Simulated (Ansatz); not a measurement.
**CH₄CdO: small, medium and large basis sets**

Aim: see how fast density functionals converge with the basis set for CH₄CdO.

Method: one geometry, several basis sets; program: Ansatz 0.2.0, Gaussian basis.

Plan: PBE0-D4/def2-SVP; ωB97M-V/def2-SVP; PBE0-D4/def2-QZVPP; ωB97M-V/def2-QZVPP; the functionals' def2-TZVPP values are taken from earlier runs.

## 1. Structure used throughout

The geometry comes from an earlier relaxation with PBE0-D4 in a triple-zeta def2 set; it is a stationary point, not always the lowest conformer. Cd takes the def2 core potential; no spin-orbit term is included.

SMILES `[CH3][Cd][OH]`, 7 atoms, charge 0, spin multiplicity 1.

Atoms are counted from 1 here; the program's logs count them from 0.

Bond lengths: C1–Cd2 2.086 Å, C1–H4 1.090 Å, C1–H5 1.090 Å, C1–H6 1.090 Å, Cd2–O3 1.975 Å, O3–H7 0.959 Å. Angles: Cd2–C1–H4 110.0°, Cd2–C1–H5 110.0°, Cd2–C1–H6 110.0°, H4–C1–H5 108.9°, H4–C1–H6 109.0°, H5–C1–H6 108.9°, C1–Cd2–O3 176.4°, Cd2–O3–H7 114.4°.

## 2. PBE0-D4 in def2-SVP

Input file in.yaml:

```yaml
crystal:
  periodic: [false, false, false]
  atoms:
    - {symbol: C, position_ang: [-1.132059, 0.697022, -0.306134]}
    - {symbol: Cd, position_ang: [0.538182, -0.411320, 0.269851]}
    - {symbol: O, position_ang: [2.056000, -1.497105, 0.916139]}
    - {symbol: H, position_ang: [-1.939282, 0.027951, -0.605454]}
    - {symbol: H, position_ang: [-0.877911, 1.343347, -1.146760]}
    - {symbol: H, position_ang: [-1.472900, 1.315581, 0.524674]}
    - {symbol: H, position_ang: [2.827979, -1.475486, 0.347684]}
basis:
  gaussian: {orbitals: def2-SVP}
hamiltonian: {xc: pbe0, dispersion: d4}
output: {orbitals: {seedname: orbitals}}
```

The run is started by

```bash
ansatz run in.yaml --threads 4 --pin off --events-out ev --progress --plain --max-ram 10444MiB
```

Further steps of the session: ωB97M-V in def2-SVP; PBE0-D4 in def2-QZVPP; ωB97M-V in def2-QZVPP.

Before running them: what should the planned runs give, taken together? Wanted: PBE0-D4: double and triple zeta above quadruple; ωB97M-V: double and triple zeta above quadruple.

**Answer**, as computed:

```
                                       quantity          value
PBE0-D4: double and triple zeta above quadruple  5.40, 0.32 eV
ωB97M-V: double and triple zeta above quadruple  5.62, 0.32 eV
```

In words: For PBE0-D4 the step from double to triple zeta gains 5.08 eV and the next only 0.32 eV. These are total energies; as a rule much of such shifts cancels in differences, which this series doesn't test. The LUMO of ωB97M-V is positive and keeps falling with the basis (1.16 to 0.46 eV): an unbound level that the basis holds in place.
